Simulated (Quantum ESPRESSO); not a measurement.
Crystal: CoSi2.

```
CELL_PARAMETERS angstrom
2.16401 0.00000 3.02971
-1.08201 1.87409 3.02971
-1.08201 -1.87409 3.02971
ATOMIC_POSITIONS crystal
Co 0.00000 0.00000 0.00000
Si 0.25000 0.25000 0.25000
Si 0.75000 0.75000 0.75000
```

The cell was built by a generator and needn't be a form met in nature.

A run of Quantum ESPRESSO 7.5 on this cell left the log below. Logs are shortened: lines on timing, memory, paths and dates and some standing lists are left out, and cuts for length are marked.

```text
This program is part of the open-source Quantum ESPRESSO suite
     for quantum simulation of materials; please cite
[... 9 lines left out ...]
     --------------------
     sticks:   dense  smooth     PW     G-vecs:    dense   smooth      PW
     Sum        1527     765    253                39735    14085    2607

     Using Slab Decomposition

     bravais-lattice index     =            0
     lattice parameter (alat)  =       7.0358  a.u.
     unit-cell volume          =     248.7536 (a.u.)^3
     number of atoms/cell      =            3
     number of atomic types    =            2
     number of electrons       =        25.00
     number of Kohn-Sham states=           19
     kinetic-energy cutoff     =      56.0000  Ry
     charge density cutoff     =     448.0000  Ry
     scf convergence threshold =      6.0E-10
     mixing beta               =       0.5000
     number of iterations used =            8  plain     mixing
     energy convergence thresh.=      1.0E-05
     force convergence thresh. =      4.0E-04
     Exchange-correlation= SLA  PW   PSX  PSC
                           (   1   4  10   8   0   0   0)
     nstep                     =           40

     celldm(1)=   7.035799  celldm(2)=   0.000000  celldm(3)=   0.000000
     celldm(4)=   0.000000  celldm(5)=   0.000000  celldm(6)=   0.000000

     crystal axes: (cart. coord. in units of alat)
               a(1) = (   0.581226   0.000000   0.813742 )
               a(2) = (  -0.290613   0.503357   0.813742 )
               a(3) = (  -0.290613  -0.503357   0.813742 )

     reciprocal axes: (cart. coord. in units 2 pi/alat)
               b(1) = (  1.147000  0.000000  0.409630 )
               b(2) = ( -0.573500  0.993331  0.409630 )
               b(3) = ( -0.573500 -0.993331  0.409630 )

     PseudoPot. # 1 for Co read from file:
     co_pbesol_v1.2.uspp.F.UPF
     Pseudo is Ultrasoft + core correction, Zval = 17.0
     Generated by new atomic code, or converted to UPF format
     Using radial grid of  863 points,  6 beta functions with:
                l(1) =   0
                l(2) =   0
                l(3) =   1
                l(4) =   1
                l(5) =   2
                l(6) =   2
     Q(r) pseudized with  8 coefficients,  rinner =    1.200   1.200   1.200
                                                       1.200   1.200

     PseudoPot. # 2 for Si read from file:
     si_pbesol_v1.uspp.F.UPF
     Pseudo is Ultrasoft + core correction, Zval =  4.0
     Generated by new atomic code, or converted to UPF format
     Using radial grid of  899 points,  6 beta functions with:
                l(1) =   0
                l(2) =   0
                l(3) =   1
                l(4) =   1
                l(5) =   2
                l(6) =   2
     Q(r) pseudized with  8 coefficients,  rinner =    0.900   0.900   0.900
                                                       0.900   0.900

     atomic species   valence    mass     pseudopotential
     Co               17.00    58.93320     Co( 1.00)
     Si                4.00    28.08500     Si( 1.00)

     12 Sym. Ops., with inversion, found

   Cartesian axes

     site n.     atom                  positions (alat units)
         1        Co     tau(   1) = (   0.0000000   0.0000000   0.0000000  )
         2        Si     tau(   2) = (   0.0000000   0.0000000   0.6103064  )
         3        Si     tau(   3) = (   0.0000000   0.0000000   1.8309193  )

     number of k points=   417  Methfessel-Paxton smearing, width (Ry)=  0.0073

     Number of k-points >= 100: set verbosity='high' to print them.

     Dense  grid:    39735 G-vectors     FFT dimensions: (  48,  48,  48)

     Smooth grid:    14085 G-vectors     FFT dimensions: (  36,  36,  36)

     Check: negative core charge=   -0.000010

     Initial potential from superposition of free atoms

     starting charge      23.9987, renormalised to      25.0000
     Starting wfcs are   21 randomized atomic wfcs

     Self-consistent Calculation

     iteration #  1     ecut=    56.00 Ry     beta= 0.50
     Davidson diagonalization with overlap
     ethr =  1.00E-02,  avg # of iterations =  4.1
[... 127 lines left out ...]
     atom    1 type  1   force =     0.00000000   -0.00000000    0.00000000
     atom    2 type  2   force =    -0.00000000   -0.00000000    0.00466617
     atom    3 type  2   force =     0.00000000    0.00000000   -0.00466617

     Total force =     0.006599     Total SCF correction =     0.000000

     BFGS Geometry Optimization
     Energy error            =      4.4E-05 Ry
     Gradient error          =      4.7E-03 Ry/Bohr

     number of scf cycles    =   1
     number of bfgs steps    =   0
[... 314 lines left out ...]
     energy             old  =    -317.5182137823 Ry
     energy             new  =    -317.5182294365 Ry

     CASE: energy            _new < energy            _old

     small trust_radius: resetting bfgs history

     new trust radius        =       0.0000106470 bohr
     new conv_thr            =            6.0E-12 Ry

ATOMIC_POSITIONS (crystal)
Co               0.0000000000        0.0000000000       -0.0000000000
Si               0.2510156702        0.2510156702        0.2510156702
Si               0.7489843298        0.7489843298        0.7489843298
[... 56 lines left out ...]
     Total force =     0.000011     Total SCF correction =     0.000000
     Energy error            =      1.9E-10 Ry
     Gradient error          =      7.9E-06 Ry/Bohr

     bfgs converged in   5 scf cycles and   4 bfgs steps
     (criteria: energy <  1.0E-05 Ry, force <  4.0E-04 Ry/Bohr)

     End of BFGS Geometry Optimization

     Final energy             =    -317.5182294367 Ry

Begin final coordinates

ATOMIC_POSITIONS (crystal)
Co               0.0000000000        0.0000000000       -0.0000000000
Si               0.2510156702        0.2510156702        0.2510156702
Si               0.7489843298        0.7489843298        0.7489843298
End final coordinates

=------------------------------------------------------------------------------=
   JOB DONE.
=------------------------------------------------------------------------------=
```

Question: Write the input and the command behind it.

Answer: Relaxation of the atoms with PBEsol, no spin polarisation. The files as run (others can give the same):

pw.in
```
&CONTROL
  calculation = 'relax'
  prefix = 'pwscf'
  outdir = './tmp'
  pseudo_dir = './pseudo'
  tprnfor = .true.
  disk_io = 'low'
  nstep = 40
  forc_conv_thr = 0.0004
  etot_conv_thr = 1d-05
/
&SYSTEM
  ibrav = 0
  nat = 3
  ntyp = 2
  ecutwfc = 56
  ecutrho = 448
  nbnd = 19
  occupations = 'smearing'
  smearing = 'mp'
  degauss = 0.00734986
/
&ELECTRONS
  conv_thr = 6d-10
  electron_maxstep = 120
  mixing_beta = 0.5
/
&IONS
  ion_dynamics = 'bfgs'
/
ATOMIC_SPECIES
Co    58.9332 co_pbesol_v1.2.uspp.F.UPF
Si    28.0850 si_pbesol_v1.uspp.F.UPF
CELL_PARAMETERS angstrom
   2.1640128584    0.0000000000    3.0297112400
  -1.0820064292    1.8740901095    3.0297112400
  -1.0820064292   -1.8740901095    3.0297112400
ATOMIC_POSITIONS crystal
Co     0.0000000000    0.0000000000    0.0000000000
Si     0.2500000000    0.2500000000    0.2500000000
Si     0.7500000000    0.7500000000    0.7500000000
K_POINTS automatic
16 16 16 0 0 0
```

Potentials or basis: GBRV 1.5 PBEsol.
Command:
```bash
$ OMP_NUM_THREADS=1 pw.x -in pw.in > pw.out
```
